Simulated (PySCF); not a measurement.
**CdN⁺ (triplet): basis, grid and Hamiltonian**

Which parts of the numerical set-up matter for CdN⁺ (triplet)? Each run edits the base script.

The runs use PySCF 2.14.0; method and basis as typed in the scripts.

11 further runs of the same task are left out: 1 for a known fault of the program, 10 that didn't finish.

### 1 The system as given

CdN⁺ (triplet): 2 atoms, charge 1, spin multiplicity 3.

Bond lengths: Cd1–N2 2.047 Å.

### 2 The run that the others are compared with

input.py

```python
from pyscf import gto, scf, mcscf, mrpt

mol = gto.M(
    atom='Cd 0 0 0; N 0 0 2.047',
    basis='lanl2dz',
    ecp={'Cd': 'lanl2dz'},
    charge=1,
    spin=2,
    symmetry=True,
    verbose=4,
)
mf = scf.ROHF(mol)
mf.kernel()
mc = mcscf.CASSCF(mf, 8, 6)
mc.kernel()
mc.analyze()
mrpt.NEVPT(mc).kernel()
mf.dip_moment()
print('orbital energies (hartree):', mf.mo_energy[..., max(0, mol.nelec[1]-3):mol.nelec[0]+3].round(4))
```

Launch:

```
$ OMP_NUM_THREADS=1 python input.py
```

The log of this run is left out.

Base result: E(SCF) = -100.622646 Eh, 11 cycles, E(CAS) − E(SCF) = -0.08655 Eh, NEVPT2 = -0.06112 Eh.

The bond length is a typed value, not an optimised one. The dipole of an ion depends on the origin. The triplet is typed in the script; nothing here shows that it is the ground state.

### 3 Crenbl

Run 1 changes basis set: lanl2dz → crenbl. The core potential changes with it: totals don't compare.

input.py

```python
from pyscf import gto, scf, mcscf, mrpt

mol = gto.M(
    atom='Cd 0 0 0; N 0 0 2.047',
    basis='crenbl',
    ecp={'Cd': 'crenbl', 'N': 'crenbl'},
    charge=1,
    spin=2,
    symmetry=True,
    verbose=4,
)
mf = scf.ROHF(mol)
mf.kernel()
mc = mcscf.CASSCF(mf, 8, 6)
mc.kernel()
mc.analyze()
mrpt.NEVPT(mc).kernel()
mf.dip_moment()
print('orbital energies (hartree):', mf.mo_energy[..., max(0, mol.nelec[1]-3):mol.nelec[0]+3].round(4))
```

Launch:

```
$ OMP_NUM_THREADS=1 python input.py
```

### 4 Def2-svp

Run 2 changes basis set: lanl2dz → def2-svp. The core potential changes with it: totals don't compare.

input.py: that of step 2 with these lines changed.

```diff
@@ -4,4 +4,4 @@
     atom='Cd 0 0 0; N 0 0 2.047',
-    basis='lanl2dz',
-    ecp={'Cd': 'lanl2dz'},
+    basis='def2-svp',
+    ecp={'Cd': 'def2-svp'},
     charge=1,
```

Q: Predict the outcome of this session. Wanted: for each run, E(SCF); from base; after the SCF.

The runs gave:

| run | E(SCF) (hartree) | from base (eV) | cycles | functions | after the SCF |
| --- | --- | --- | --- | --- | --- |
| base | -100.622646 | 0 | 11 | 27 | NEVPT2 correlation -4.018 eV (from the SCF energy, the CASSCF gain included) |
| crenbl | -175.222203 | not comparable | 14 | 56 | NEVPT2 correlation -8.811 eV (from the SCF energy, the CASSCF gain included) |
| def2-svp | -220.848919 | not comparable | 14 | 45 | NEVPT2 correlation -12.847 eV (from the SCF energy, the CASSCF gain included) |

What this shows: Total energies from different bases, Hamiltonians or methods carry different errors, so properties are taken as differences within one set-up.
